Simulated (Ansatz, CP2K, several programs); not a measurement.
Energy against volume for SiC₃, ordered on the diamond lattice (R3m) with 4 atoms a cell, at fixed shape and fractional coordinates, computed by several methods (PBE and r2SCAN, where shown, with plane waves in Ansatz); the cell shown is that of r2SCAN. With free coordinates or axes held, a curve is too stiff, and on another method's shape its minimum isn't the method's own volume. Space group R3m (No. 160), trigonal; a = 2.831 Å, c = 14.010 Å in the conventional setting, 8.10 Å³ an atom. Around C lie 3 C at 1.72 Å and 1 Si at 1.89 Å; around C lie 1 C at 1.54 Å and 3 Si at 1.79 Å; around C lie 4 C at 1.54–1.72 Å; around Si lie 4 C at 1.79–1.89 Å. (Calculated; spin-unpolarised; the phase may be known or hypothetical.) Energies count from each curve's lowest point; fits are third-order Birch-Murnaghan.

```cif
data_structure
_symmetry_space_group_name_H-M 'P 1'
_symmetry_Int_Tables_number 1
_cell_length_a 4.9478
_cell_length_b 4.9478
_cell_length_c 4.9478
_cell_angle_alpha 33.246
_cell_angle_beta 33.246
_cell_angle_gamma 33.246
_cell_volume 32.41
loop_
_atom_site_label
_atom_site_type_symbol
_atom_site_fract_x
_atom_site_fract_y
_atom_site_fract_z
_atom_site_occupancy
C1 C 0.00824 0.00824 0.00824 1
C2 C 0.48896 0.48896 0.48896 1
C3 C 0.37917 0.37917 0.37917 1
Si1 Si 0.87363 0.87363 0.87363 1
```

light PBE (260 eV and a coarse mesh), on the shape of the cell shown:
```tsv
V (Å³/atom)	E (meV/atom)
7.455	67.05
7.779	22.26
8.103	0.00
8.427	1.90
8.751	21.37
9.075	62.85
```
The points scatter about the fit by more than 0.3 meV an atom, since at so low a cutoff the number of plane waves jumps with the volume, so no fit is quoted.

Problem. PBE/DZVP (CP2K), on the shape of the cell shown, gives
```csv
V (Å³/atom),E (meV/atom)
7.130,141.32
7.617,35.83
8.103,0.00
8.589,16.40
9.075,71.97
```
What equilibrium volume and bulk modulus follow?

Solution. V₀ = 8.17 Å³ an atom and B₀ = 275 GPa.

PBE, on the shape of its own relaxed cell:

| V (Å³/atom) | E (meV/atom) |
| --- | --- |
| 7.697 | 28.00 |
| 7.942 | 6.65 |
| 8.188 | 0.00 |
| 8.434 | 6.00 |
| 8.679 | 22.96 |

V₀ = 8.19 Å³ an atom and B₀ = 275 GPa.

PBE/SZV (CP2K), on the shape of the cell shown:
```tsv
V (Å³/atom)	E (meV/atom)
7.130	236.11
7.617	83.49
8.103	11.23
8.589	0.00
9.075	35.23
```
V₀ = 8.45 Å³ an atom and B₀ = 286 GPa.

r2SCAN, on the shape of its own relaxed cell:
```csv
V (Å³/atom),E (meV/atom)
7.617,29.07
7.860,6.91
8.103,0.00
8.346,6.26
8.589,23.91
```
V₀ = 8.10 Å³ an atom and B₀ = 289 GPa.
